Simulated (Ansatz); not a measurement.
# ClH₄OSi₂ (charge -1), SMILES [SiH3]O[SiH-]Cl: a rigid scan of one bond angle

Computed with Ansatz's Python interface.

The cells in order, each with its output:

**Cell 1**
```python
import warnings

import ansatz as az
from ase import Atoms
```

**Cell 2**
```python
warnings.simplefilter("ignore", az.DeckWarning)
```

**Cell 3**
```python
atoms = Atoms(["Si", "O", "Si", "Cl", "H", "H", "H", "H"], positions=[
    (-1.2423, -0.2459, 0.0529),
    (0.0799, 0.2261, -0.8206),
    (1.7269, 0.2444, -0.6826),
    (2.1846, 1.897, 0.4375),
    (-2.4726, 0.0782, -0.7087),
    (-1.1845, -1.7116, 0.2728),
    (-1.2667, 0.4524, 1.3598),
    (2.1747, -0.9406, 0.089),
])
```

**Cell 4**
```python
# start the scan from a relaxed geometry
first = (
    az.Crystal.molecule_from_ase(atoms).calculation()
    .basis(gaussian="cc-pVDZ")
    .functional("CAM-B3LYP")
    .charge(-1)
    .relax(force_tolerance=0.02, max_steps=80)
)
atoms.positions = first.run(threads=1, pin="off").report["positions_ang"]
```

**Cell 5**
```python
rows = []
for angle in [85, 95, 105, 115, 125, 140, 160]:
    bent = atoms.copy()
    bent.set_angle(0, 1, 2, angle, indices=[2, 3, 7])
    model = az.Crystal.molecule_from_ase(bent).calculation()
    model = model.basis(gaussian="cc-pVDZ").functional("CAM-B3LYP")
    model = model.charge(-1)
    rows.append((angle, model.run(threads=1, pin="off").report["free_energy_ev"]))
floor = min(e for _, e in rows)
for angle, e in rows:
    print(f"angle Si0-O1-Si2 = {angle:3d} deg   {1000 * (e - floor):9.1f} meV")
```
Output:
```text
angle Si0-O1-Si2 =  85 deg      4244.7 meV
angle Si0-O1-Si2 =  95 deg      1642.9 meV
angle Si0-O1-Si2 = 105 deg       572.1 meV
angle Si0-O1-Si2 = 115 deg       153.9 meV
angle Si0-O1-Si2 = 125 deg        12.9 meV
angle Si0-O1-Si2 = 140 deg         0.0 meV
angle Si0-O1-Si2 = 160 deg        83.1 meV
```

Reading the output:
- The scan is rigid, and the energies are electronic, in a modest basis. The zero is the lowest point of the grid, which needn't be the minimum.
- Anions want diffuse functions, which this basis lacks.
- The whole script took 110 s on 1 thread of Arm Neoverse V2, with other jobs on the host, peak memory 0.3 GiB.
